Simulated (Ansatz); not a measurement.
**GeCl₃F: basis-set convergence**

Aim: see how fast density functionals converge with the basis set for GeCl₃F.

Program: Ansatz 0.2.0, Gaussian basis. Level of theory: one geometry, several basis sets. These are calculated values, not measurements.

The runs, in order: PBE0-D4/def2-SVP; ωB97M-V/def2-SVP; PBE0-D4/def2-QZVPP; ωB97M-V/def2-QZVPP; the functionals' def2-TZVPP values are taken from earlier runs.

## Step 1: The relaxed structure

The geometry comes from an earlier relaxation with PBE0-D4 in a triple-zeta def2 set; it is a stationary point.

SMILES `[F][Ge]([Cl])([Cl])[Cl]`, 5 atoms, charge 0, spin multiplicity 1.

Atoms are counted from 1 here; the program's logs count them from 0.

Bond lengths: F1–Ge2 1.711 Å, Ge2–Cl3 2.106 Å, Ge2–Cl4 2.106 Å, Ge2–Cl5 2.106 Å. Angles: F1–Ge2–Cl3 107.7°, F1–Ge2–Cl4 107.7°, F1–Ge2–Cl5 107.7°, Cl3–Ge2–Cl4 111.2°, Cl3–Ge2–Cl5 111.2°, Cl4–Ge2–Cl5 111.2°.

## Step 2: PBE0-D4 in def2-SVP

The input, in.yaml:

```yaml
crystal:
  periodic: [false, false, false]
  atoms:
    - {symbol: F, position_ang: [-0.963720, 0.200570, 1.432432]}
    - {symbol: Ge, position_ang: [-0.012863, -0.009682, 0.025505]}
    - {symbol: Cl, position_ang: [1.473796, -1.435317, 0.466306]}
    - {symbol: Cl, position_ang: [-1.285764, -0.685415, -1.510719]}
    - {symbol: Cl, position_ang: [0.838452, 1.856146, -0.454925]}
basis:
  gaussian: {orbitals: def2-SVP}
hamiltonian: {xc: pbe0, dispersion: d4}
output: {orbitals: {seedname: orbitals}}
```

The run is started by

```
$ ansatz run in.yaml --threads 4 --pin off --events-out ev --progress --plain --max-ram 10444MiB
```

Further steps of the session: ωB97M-V in def2-SVP; PBE0-D4 in def2-QZVPP; ωB97M-V in def2-QZVPP.

Q: Predict the results of all the runs planned. Wanted: PBE0-D4: double and triple zeta above quadruple; ωB97M-V: double and triple zeta above quadruple.

As calculated:

| quantity | value |
| --- | --- |
| PBE0-D4: double and triple zeta above quadruple | 26.11, 2.47 eV |
| ωB97M-V: double and triple zeta above quadruple | 25.87, 2.37 eV |

What this shows: PBE0-D4 gains 23.65 eV from double to triple zeta, then 2.47 eV more. These are total energies; as a rule much of such shifts cancels in differences, which this series doesn't test.
